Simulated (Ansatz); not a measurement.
**CH7FO2SSi2: a ladder of functionals and wavefunction methods**

One table from this session's results is given with a row withheld; the runs are named, their logs left out.

Computed with Ansatz 0.2.0, Gaussian basis. Level: functionals in def2-TZVPP, the program's frozen cores in correlated methods.

Plan: PBE-D4, r2SCAN-D4, PBE0-D4, B3LYP-D4, ωB97X-V, ωB97M-V, B2PLYP; CCSD(T)/def2-TZVPP; MP2/def2-QZVPP; extrapolation to the limit.

## The geometry

All runs share one geometry, relaxed beforehand with PBE0-D4 in a triple-zeta def2 set.

SMILES `C[SiH](F)S[SiH](O)O`, 14 atoms, charge 0, spin multiplicity 1.

Atoms are counted from 1 here; the program's logs count them from 0.

Bond lengths: C1–Si2 1.848 Å, C1–H8 1.093 Å, C1–H9 1.092 Å, C1–H10 1.092 Å, Si2–F3 1.614 Å, Si2–S4 2.124 Å, Si2–H11 1.481 Å, S4–Si5 2.149 Å, Si5–O6 1.631 Å, Si5–O7 1.633 Å, Si5–H12 1.470 Å, O6–H13 0.959 Å, O7–H14 0.961 Å. Angles: Si2–C1–H8 110.1°, Si2–C1–H9 110.9°, Si2–C1–H10 110.1°, H8–C1–H9 108.5°, H8–C1–H10 108.5°, H9–C1–H10 108.7°, C1–Si2–F3 107.9°, C1–Si2–S4 114.7°, C1–Si2–H11 113.0°, F3–Si2–S4 108.6°, F3–Si2–H11 106.8°, S4–Si2–H11 105.5°, Si2–S4–Si5 100.5°, S4–Si5–O6 106.3°, S4–Si5–O7 110.1°, S4–Si5–H12 113.2°, O6–Si5–O7 115.6°, O6–Si5–H12 105.9° and more.

The first run:

in.yaml

```yaml
crystal:
  periodic: [false, false, false]
  atoms:
    - {symbol: C, position_ang: [-0.094411, 2.119441, 0.343383]}
    - {symbol: Si, position_ang: [0.202057, 0.644256, 1.416369]}
    - {symbol: F, position_ang: [-1.231534, -0.009619, 1.766006]}
    - {symbol: S, position_ang: [1.436346, -0.850063, 0.547781]}
    - {symbol: Si, position_ang: [0.307919, -1.308485, -1.222826]}
    - {symbol: O, position_ang: [0.572699, -2.886715, -1.539184]}
    - {symbol: O, position_ang: [-1.255350, -0.882987, -1.018963]}
    - {symbol: H, position_ang: [-0.724587, 2.843666, 0.866194]}
    - {symbol: H, position_ang: [-0.593325, 1.831952, -0.584150]}
    - {symbol: H, position_ang: [0.854277, 2.601219, 0.096186]}
    - {symbol: H, position_ang: [0.843454, 0.985498, 2.706442]}
    - {symbol: H, position_ang: [0.771115, -0.575306, -2.410195]}
    - {symbol: H, position_ang: [0.580641, -3.504525, -0.806136]}
    - {symbol: H, position_ang: [-1.669292, -1.008342, -0.160917]}
basis:
  gaussian: {orbitals: def2-TZVPP}
hamiltonian: {xc: pbe, dispersion: d4}
output: {forces: true, orbitals: {seedname: orbitals}}
```

Run with:

```console
ansatz run in.yaml --threads 2 --pin off --events-out ev --progress --plain --max-ram 32768MiB --backend cuda --devices 0, --max-vram 18GiB
```

Steps of the session up to this table: PBE-D4 (GGA); r2SCAN-D4 (meta-GGA); PBE0-D4 (hybrid); B3LYP-D4 (hybrid); ωB97X-V (range-separated); ωB97M-V (range-separated); B2PLYP (double hybrid); CCSD(T) in def2-TZVPP; MP2 in def2-QZVPP.

One of the session's tables, all rows but one given; the rest of the session is left out.

It belongs to the step «Atomisation energies». 

```
            method  atomisation energy (kcal/mol)
            PBE-D4                         1296.7
         r2SCAN-D4                         1289.2
           PBE0-D4                         1274.9
          B3LYP-D4                         1277.6
           ωB97X-V                              ?
           ωB97M-V                         1290.8
            B2PLYP                         1266.8
     HF/def2-TZVPP                          938.5
    MP2/def2-TZVPP                         1281.1
   CCSD/def2-TZVPP                         1232.3
CCSD(T)/def2-TZVPP                         1251.5
           MP2/CBS                         1320.8
       CCSD(T)/CBS                         1291.2
```

Q: Estimate the row for ωB97X-V from the others.

The run gave: atomisation energy (kcal/mol): 1290.3. In the column «atomisation energy (kcal/mol)» it lies between r2SCAN-D4 (1289.2) and ωB97M-V (1290.8).
